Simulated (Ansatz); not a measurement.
# C2H5SSi: the cost of one run

Method: RKS PBE0/def2-SVP, in Ansatz 0.2.0.

### 1 The system as given

Bond lengths: C1–Si2 1.816 Å, Si2–C3 1.816 Å, Si2–S4 2.107 Å, C1–H5 1.081 Å, C1–H6 1.082 Å, C3–H7 1.082 Å, C3–H8 1.081 Å, S4–H9 1.336 Å. Angles: C1–Si2–C3 109.2°, C1–Si2–S4 125.4°, C3–Si2–S4 125.1°, Si2–C1–H5 122.3°, Si2–C1–H6 123.1°, H5–C1–H6 114.4°, Si2–C3–H7 123.1°, Si2–C3–H8 122.3°, H7–C3–H8 114.4°, Si2–S4–H9 96.3°.

Coordinates:

```xyz
9

C     0.3565    1.4983   -0.5335
Si   -0.2502   -0.0131    0.2697
C     0.8832   -1.3825   -0.1024
S    -1.8828   -0.1180    1.5980
H     1.2434    1.5081   -1.1516
H    -0.0865    2.4720   -0.3705
H     0.7947   -2.3617    0.3497
H     1.7560   -1.2559   -0.7280
H    -2.8143   -0.3472    0.6684
```

### 2 End point A

input.yaml reads:

```yaml
crystal:
  periodic: [false, false, false]
  atoms:
    - { symbol: C, position_ang: [0.35648, 1.49826, -0.53346] }
    - { symbol: Si, position_ang: [-0.25023, -0.0131, 0.26972] }
    - { symbol: C, position_ang: [0.88321, -1.38253, -0.10237] }
    - { symbol: S, position_ang: [-1.88276, -0.11799, 1.59801] }
    - { symbol: H, position_ang: [1.24338, 1.50811, -1.15159] }
    - { symbol: H, position_ang: [-0.08647, 2.47205, -0.37045] }
    - { symbol: H, position_ang: [0.79469, -2.36169, 0.3497] }
    - { symbol: H, position_ang: [1.75599, -1.25594, -0.72796] }
    - { symbol: H, position_ang: [-2.8143, -0.34717, 0.66841] }
total_charge: 1
basis:
  gaussian: { orbitals: def2-SVP }
hamiltonian:
  xc: pbe0
relax:
  f_tol: 0.015
  max_steps: 40
```

Run with:

```
$ ansatz run input.yaml --threads 1 --pin off --max-ram 2048MiB --backend cpu --events-out ev --progress --plain --runs-dir out
```

**Question.** How long does this run take on 1 thread of an x86-64 CPU, shared host, and how much memory does it need?

About 83 s, with a peak of 0.19 GiB.
